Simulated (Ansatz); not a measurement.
# BFHSe−: an energy map over bond length F1–B2 and bond length B2–Se3

How does the energy of BFHSe, SMILES FB[Se-], charge −1 change over two coordinates at once? A grid of runs gives the map.

Program: Ansatz 0.2.0. Level of theory: RKS wB97X-V/def2-SVPD. These are calculated values, not measurements.

### Step 1. Where the work starts

SMILES `FB[Se-]`, 4 atoms, charge -1, spin multiplicity 1.

Atoms are counted from 1 here; the program's logs count them from 0.

Bond lengths: F1–B2 1.395 Å, B2–Se3 1.894 Å, B2–H4 1.232 Å. Angles: F1–B2–Se3 123.5°, F1–B2–H4 111.4°, Se3–B2–H4 125.1°.

Geometry (Å):

```xyz
4
BFHSe
F     1.10317   -0.38828   -0.81275
B     0.03792   -0.09630    0.03953
Se   -1.03732    1.45373   -0.12420
H    -0.10377   -0.96914    0.89742
```

### Step 2. Relaxing the molecule

File input.yaml:

```yaml
crystal:
  periodic: [false, false, false]
  atoms:
    - { symbol: F, position_ang: [1.103173, -0.388279, -0.812753] }
    - { symbol: B, position_ang: [0.03792, -0.096298, 0.039529] }
    - { symbol: Se, position_ang: [-1.037323, 1.453728, -0.124199] }
    - { symbol: H, position_ang: [-0.10377, -0.969141, 0.897423] }
total_charge: -1
basis:
  gaussian: { orbitals: def2-SVPD }
hamiltonian:
  xc: { name: wB97X-V }
output:
  forces: true
relax:
  f_tol: 0.003
  max_steps: 120
```

The run is started by

```bash
$ ansatz run input.yaml --threads 1 --pin off --max-ram 2560MiB --backend cpu --events-out ev --progress --plain --runs-dir out
```

What it wrote, shortened:

```text
Warning: RAYON_NUM_THREADS=1 ignored (pool sized by the plan → 1); use --threads N
[...]
Functional definition: wB97X-V
[...]
      + integral(e_c_pw_opposite_spin*poly(b97_u_opposite, cos0, cos1)) + vv10(b, c)
947 factors; integrals over basis functions are off by at most 3.1e-4 eV
305 factors; integrals over basis functions are off by at most 8.1e-7 eV
[...]
mean field -68745.30914541 eV, -2526.3435138496 hartree, gradient 4.0e-5 eV, S^2 0.000000; 0 other end points of the search recorded, 0 dependent functions left out
[...]
reference -68745.30914341 eV, -2526.3435137763 hartree; 25, 25 occupied and 67, 67 virtual orbitals, 947 factors
relax step   1: F+E_penalty+E_count = -68745.30914541 eV  Δ(F+E_penalty+E_count) = +0.000e0 eV  max|allowed force component| = 2.903e-1 eV/Å  Δτ_max = 0.0000 Å  (28 SCF iters, accepted)
[...]
relax step   4: F+E_penalty+E_count = -68745.31412216 eV  Δ(F+E_penalty+E_count) = -1.040e-4 eV  max|allowed force component| = 6.084e-3 eV/Å  Δτ_max = 0.0034 Å  (28 SCF iters, accepted)
[...]
relax step   5: F+E_penalty+E_count = -68745.31412370 eV  Δ(F+E_penalty+E_count) = -1.542e-6 eV  max|allowed force component| = 3.633e-4 eV/Å  Δτ_max = 0.0003 Å  (22 SCF iters, accepted)
947 factors; integrals over basis functions are off by at most 3.2e-4 eV
305 factors; integrals over basis functions are off by at most 7.9e-7 eV
mean field -68745.31412370 eV, -2526.3436967985 hartree, gradient 1.5e-5 eV, S^2 0.000000; 1 other end points of the search recorded, 0 dependent functions left out
[...]
reference -68745.31412171 eV, -2526.3436967252 hartree; 25, 25 occupied and 67, 67 virtual orbitals, 947 factors
Total energy: -68745.31412171 eV, -2526.3436967252 hartree
Atom 0 at     1.094264    -0.385978    -0.805790 Å, force    -0.000324     0.000178     0.000210 eV/Å
Atom 1 at     0.035471    -0.093963     0.040380 Å, force     0.000212    -0.000309    -0.000033 eV/Å
Atom 2 at    -1.029578     1.444948    -0.124965 Å, force    -0.000069     0.000363    -0.000207 eV/Å
Atom 3 at    -0.100157    -0.964998     0.890374 Å, force     0.000181    -0.000232     0.000030 eV/Å
Dipole moment:     0.043546    -0.053422    -0.000993 e Å
```

It took 47 s on 1 thread of AMD EPYC 7R43 (Zen 3), shared host; peak memory 0.27 GiB.

Relaxation path:

```tsv
step	energy from step 1 (eV)	largest force component (eV/Å)
1	0.0000	0.2903
2	-0.0046	0.0876
3	-0.0049	0.0481
4	-0.0050	0.0061
5	-0.0050	0.0004
```

Distances of close pairs at the start and the end, largest changes first:

```tsv
bond	before (Å)	after (Å)	change (Å)
B2–Se3	1.894	1.879	-0.015
F1–B2	1.395	1.386	-0.009
B2–H4	1.232	1.225	-0.007
```

### Step 3. Setting up the map

The axes are (1) bond length F1–B2: 7 values from 1.192 to 1.941 Å; (2) bond length B2–Se3: 7 values from 1.541 to 2.818 Å.

Nothing else is relaxed (all other coordinates rigid). Energies count from the relaxed molecule at the same level.

Of the runs on the grid, 3 are shown in the steps below; the others differ only in the two coordinates.

### Step 4. Grid point bond length F1–B2 = 1.816 Å, bond length B2–Se3 = 2.179 Å

File input.yaml:

```yaml
crystal:
  periodic: [false, false, false]
  atoms:
    - { symbol: F, position_ang: [1.094264, -0.385978, -0.80579] }
    - { symbol: B, position_ang: [-0.292537, -0.003498, 0.302519] }
    - { symbol: Se, position_ang: [-1.527758, 1.781298, 0.110755] }
    - { symbol: H, position_ang: [-0.428165, -0.874534, 1.152512] }
total_charge: -1
basis:
  gaussian: { orbitals: def2-SVPD }
hamiltonian:
  xc: { name: wB97X-V }
output:
  forces: true
```

The run is started by

```bash
$ ansatz run input.yaml --threads 1 --pin off --max-ram 2560MiB --backend cpu --events-out ev --progress --plain --runs-dir out
```

What it wrote, shortened:

```text
Warning: RAYON_NUM_THREADS=1 ignored (pool sized by the plan → 1); use --threads N
[...]
Functional definition: wB97X-V
[...]
      + integral(e_c_pw_opposite_spin*poly(b97_u_opposite, cos0, cos1)) + vv10(b, c)
891 factors; integrals over basis functions are off by at most 1.1e-3 eV
268 factors; integrals over basis functions are off by at most 2.6e-5 eV
[...]
mean field -68743.10013039 eV, -2526.2623340450 hartree, gradient 1.4e-5 eV, S^2 0.000000; 0 other end points of the search recorded, 0 dependent functions left out
[...]
reference -68743.10012837 eV, -2526.2623339706 hartree; 25, 25 occupied and 67, 67 virtual orbitals, 891 factors
Total energy: -68743.10012837 eV, -2526.2623339706 hartree
Atom 0 at     1.094264    -0.385978    -0.805790 Å, force    -3.263662     0.818825     2.674642 eV/Å
Atom 1 at    -0.292537    -0.003498     0.302519 Å, force     0.267898     2.657663    -2.444099 eV/Å
Atom 2 at    -1.527758     1.781298     0.110755 Å, force     2.605797    -3.594390     0.265139 eV/Å
Atom 3 at    -0.428165    -0.874534     1.152512 Å, force     0.389967     0.117903    -0.495681 eV/Å
Dipole moment:    -0.305518     0.074245     0.252341 e Å
```

Run time: 8.8 s. Hardware: 1 thread of AMD EPYC 7R43 (Zen 3), shared host; peak memory 0.24 GiB.

On the map this point reads 2.21 eV.

### Step 5. Point bond length F1–B2 = 1.442 Å, bond length B2–Se3 = 1.966 Å

File input.yaml:

```yaml
crystal:
  periodic: [false, false, false]
  atoms:
    - { symbol: F, position_ang: [1.094264, -0.385978, -0.80579] }
    - { symbol: B, position_ang: [-0.006929, -0.082269, 0.074266] }
    - { symbol: Se, position_ang: [-1.121406, 1.528061, -0.098753] }
    - { symbol: H, position_ang: [-0.142557, -0.953304, 0.924259] }
total_charge: -1
basis:
  gaussian: { orbitals: def2-SVPD }
hamiltonian:
  xc: { name: wB97X-V }
output:
  forces: true
```

The run is started by

```bash
$ ansatz run input.yaml --threads 1 --pin off --max-ram 2560MiB --backend cpu --events-out ev --progress --plain --runs-dir out
```

What it wrote, shortened:

```text
Warning: RAYON_NUM_THREADS=1 ignored (pool sized by the plan → 1); use --threads N
[...]
Functional definition: wB97X-V
[...]
      + integral(e_c_pw_opposite_spin*poly(b97_u_opposite, cos0, cos1)) + vv10(b, c)
890 factors; integrals over basis functions are off by at most 9.9e-4 eV
268 factors; integrals over basis functions are off by at most 2.3e-5 eV
[...]
mean field -68745.18024398 eV, -2526.3387768095 hartree, gradient 3.9e-5 eV, S^2 0.000000; 0 other end points of the search recorded, 0 dependent functions left out
[...]
reference -68745.18024199 eV, -2526.3387767362 hartree; 25, 25 occupied and 67, 67 virtual orbitals, 890 factors
Total energy: -68745.18024199 eV, -2526.3387767362 hartree
Atom 0 at     1.094264    -0.385978    -0.805790 Å, force    -1.258128     0.380429     0.978200 eV/Å
Atom 1 at    -0.006929    -0.082269     0.074266 Å, force     0.144523     1.040910    -0.997872 eV/Å
Atom 2 at    -1.121406     1.528061    -0.098753 Å, force     1.074782    -1.499046     0.122850 eV/Å
Atom 3 at    -0.142557    -0.953304     0.924259 Å, force     0.038823     0.077707    -0.103178 eV/Å
Dipole moment:     0.020166    -0.064081     0.031656 e Å
```

Wall time 7.8 s (1 thread of AMD EPYC 7R43 (Zen 3), shared host); peak memory 0.23 GiB.

On the map this point reads 0.13 eV.

### Step 6. Grid point bond length F1–B2 = 1.816 Å, bond length B2–Se3 = 2.818 Å

File input.yaml:

```yaml
crystal:
  periodic: [false, false, false]
  atoms:
    - { symbol: F, position_ang: [1.094264, -0.385978, -0.80579] }
    - { symbol: B, position_ang: [-0.292537, -0.003498, 0.302519] }
    - { symbol: Se, position_ang: [-1.889991, 2.304696, 0.05452] }
    - { symbol: H, position_ang: [-0.428165, -0.874534, 1.152512] }
total_charge: -1
basis:
  gaussian: { orbitals: def2-SVPD }
hamiltonian:
  xc: { name: wB97X-V }
output:
  forces: true
```

The run is started by

```bash
$ ansatz run input.yaml --threads 1 --pin off --max-ram 2560MiB --backend cpu --events-out ev --progress --plain --runs-dir out
```

What it wrote, shortened:

```text
Warning: RAYON_NUM_THREADS=1 ignored (pool sized by the plan → 1); use --threads N
[...]
Functional definition: wB97X-V
[...]
      + integral(e_c_pw_opposite_spin*poly(b97_u_opposite, cos0, cos1)) + vv10(b, c)
892 factors; integrals over basis functions are off by at most 7.9e-4 eV
269 factors; integrals over basis functions are off by at most 2.3e-5 eV
[...]
mean field -68740.36258264 eV, -2526.1617310208 hartree, gradient 1.3e-5 eV, S^2 0.000000; 0 other end points of the search recorded, 0 dependent functions left out
[...]
reference -68740.36258060 eV, -2526.1617309460 hartree; 25, 25 occupied and 67, 67 virtual orbitals, 892 factors
Total energy: -68740.36258060 eV, -2526.1617309460 hartree
Atom 0 at     1.094264    -0.385978    -0.805790 Å, force    -3.536862     0.824759     2.949642 eV/Å
Atom 1 at    -0.292537    -0.003498     0.302519 Å, force     1.210059     1.956864    -2.837059 eV/Å
Atom 2 at    -1.889991     2.304696     0.054520 Å, force     1.998868    -2.845667     0.275598 eV/Å
Atom 3 at    -0.428165    -0.874534     1.152512 Å, force     0.327935     0.064043    -0.388180 eV/Å
Dipole moment:    -0.196717    -0.087279     0.272755 e Å
```

Wall time 9.2 s (1 thread of AMD EPYC 7R43 (Zen 3), shared host); peak memory 0.23 GiB.

Energy on the map's scale: 4.95 eV.

### Step 7. Energy over the grid

49 points were computed. Energies in eV, from the relaxed molecule at the same level:

```tsv
bond length B2–Se3 (Å) ↓, bond length F1–B2 (Å) →	1.192	1.317	1.442	1.567	1.692	1.816	1.941
2.818	3.71	3.17	3.33	3.79	4.36	4.95	5.52
2.605	2.96	2.40	2.54	2.99	3.55	4.14	4.70
2.392	2.14	1.55	1.66	2.08	2.63	3.20	3.75
2.179	1.38	0.72	0.78	1.16	1.68	2.21	2.74
1.966	0.88	0.14	0.13	0.46	0.92	1.41	1.89
1.754	1.19	0.34	0.24	0.48	0.87	1.30	1.72
1.541	3.48	2.48	2.26	2.40	2.69	3.03	3.38
```

On the same grid, largest force on an atom (eV/Å):

```
bond length B2–Se3 (Å) ↓, bond length F1–B2 (Å) →  1.192  1.317  1.442  1.567  1.692  1.816  1.941
                                            2.818   10.1    3.4    3.5    4.3    4.8    4.7    4.4
                                            2.605   10.6    3.9    4.0    4.2    4.7    4.7    4.4
                                            2.392   11.1    4.1    4.2    4.4    4.6    4.6    4.7
                                            2.179   11.2    4.2    3.8    4.1    4.3    4.4    4.6
                                            1.966   10.6    3.0    1.8    3.3    3.9    3.9    3.7
                                            1.754   11.6    4.2    4.0    4.7    4.7    4.3    3.7
                                            1.541   18.7   17.9   17.2   16.9   16.8   16.3   15.8
```

### Step 8. Outcome

| quantity | value |
| --- | --- |
| lowest point | bond length F1–B2 = 1.442 Å, bond length B2–Se3 = 1.966 Å, 0.13 eV |
| highest computed point | bond length F1–B2 = 1.941 Å, bond length B2–Se3 = 2.818 Å, 5.38 eV above the lowest |
| largest force on an atom (eV/Å) | 1.8 at bond length F1–B2 = 1.442 Å, bond length B2–Se3 = 1.966 Å to 18.7 at bond length F1–B2 = 1.192 Å, bond length B2–Se3 = 1.541 Å; 1.8 at the lowest point |
| time for the whole task | 7.9 min on 1 thread, shared host |

In words: The lowest computed point is at bond length F1–B2 = 1.442 Å, bond length B2–Se3 = 1.966 Å, 0.13 eV from the relaxed molecule at the same level. The grid shows no other well, apart from its symmetry copies. The highest computed point, bond length F1–B2 = 1.941 Å, bond length B2–Se3 = 2.818 Å, lies 5.38 eV above the lowest. Round the minimum the two coordinates are nearly uncoupled.
